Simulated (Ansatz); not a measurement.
# K: properties at the relaxed cell

The task here is to estimate one member of a computed series from the others.

The COD entry's cell or inner coordinates are ideal or old and differ from later refinements, so a difference from it is no clean test against experiment.

Computed with Ansatz 0.2.0 (DFT PBEsol, scalar-relativistic, plane waves, PAW, unless a step's input says otherwise).

1 further run of the same task is left out (set aside as unsound or not needed).

## The system as given

It takes space group Im-3m (No. 229, cubic). The conventional cell has a = 5.225 Å, b = 5.225 Å, c = 5.225 Å, α = 90.00°, β = 90.00°, γ = 90.00°.

Structure file:

```cif
data_structure
_symmetry_space_group_name_H-M 'Im-3m'
_symmetry_Int_Tables_number 229
_cell_length_a 5.2250
_cell_length_b 5.2250
_cell_length_c 5.2250
_cell_angle_alpha 90.000
_cell_angle_beta 90.000
_cell_angle_gamma 90.000
_cell_volume 142.65
loop_
_atom_site_label
_atom_site_type_symbol
_atom_site_symmetry_multiplicity
_atom_site_Wyckoff_symbol
_atom_site_fract_x
_atom_site_fract_y
_atom_site_fract_z
_atom_site_occupancy
K1 K 2 a 0.00000 0.00000 0.00000 1
```

This cell was relaxed beforehand with the same method: volume 71.32 Å³/atom, gap on the mesh none (metal).

The first run:

Input file input.yaml:

```yaml
crystal:
  lattice:
    - [-2.6125, 2.6125, 2.6125]
    - [2.6125, -2.6125, 2.6125]
    - [2.6125, 2.6125, -2.6125]
  atoms:
    - { symbol: K, position: [0.0, 0.0, 0.0] }
basis:
  ecutwfc: 420
kpoints:
  mp_grid: { grid: [12, 12, 12] }
  band_path:
    path:
      - [[0.0, 0.0, 0.0], [0.5, -0.5, 0.5], [0.0, 0.0, 0.5], [0.0, 0.0, 0.0], [0.25, 0.25, 0.25], [0.5, -0.5, 0.5]]
      - [[0.25, 0.25, 0.25], [0.0, 0.0, 0.5]]
    npoints: 14
hamiltonian:
  xc: pbesol
scf:
  occupations: { method: gaussian, width: 0.1 }
  n_extra_bands: 6
output:
  forces: true
  stress: true
  eigenvalues: true
  populations: true
  dos: { projected: true, de: 0.02, nscf_kmesh: { grid: [18, 18, 18] } }
  bader: true
  write_density: true
  write_potential: true
  elf: true
  volumetric_format: npy
```

Command:

```sh
$ ansatz run input.yaml --threads 1 --pin off --max-ram 2560MiB --backend cpu --events-out ev --progress --plain --runs-dir out
```

Among the steps run: Static run: bands, density of states and charges; Back to the database's cell; Point at V/V0 = 0.97; Volume × 1.03; The cell scaled to 0.94 of its volume; Point at V/V0 = 1.06; The cell scaled to 0.91 of its volume; The cell scaled to 1.10 of its volume; The cell scaled to 0.88 of its volume.

One of the session's tables, all rows but one given; the rest of the session is left out.

It belongs to the step «Fit of the equation of state». 

```
volume (Å³/atom)  energy above the lowest point (meV/atom)  pressure (GPa)
          62.764                                      13.1            0.57
          64.904                                       6.8            0.39
          67.044                                       2.6            0.23
          69.183                                       0.5            0.10
          71.323                                       0.0           -0.02
          73.463                                       1.0           -0.12
          75.602                                         ?               ?
          78.455                                       7.9           -0.31
```

Q: Estimate the row for volume (Å³/atom) = 75.602 from the others.

Worked estimate for «energy above the lowest point (meV/atom)». A straight line through the neighbours (73.463, 1.0) and (78.455, 7.9) gives 1.0 + (7.9 − 1.0) × (75.602 − 73.463) / (78.455 − 73.463) = 4.0; a parabola fitted to 3 rows on both sides gives 3.2.

The run gave: energy above the lowest point (meV/atom): 3.2; pressure (GPa): -0.21. In «energy above the lowest point (meV/atom)» the line misses by +0.8 and the parabola by 0.0.

To keep in mind: The projections leave out shells that the potentials don't hold, such as empty d states.
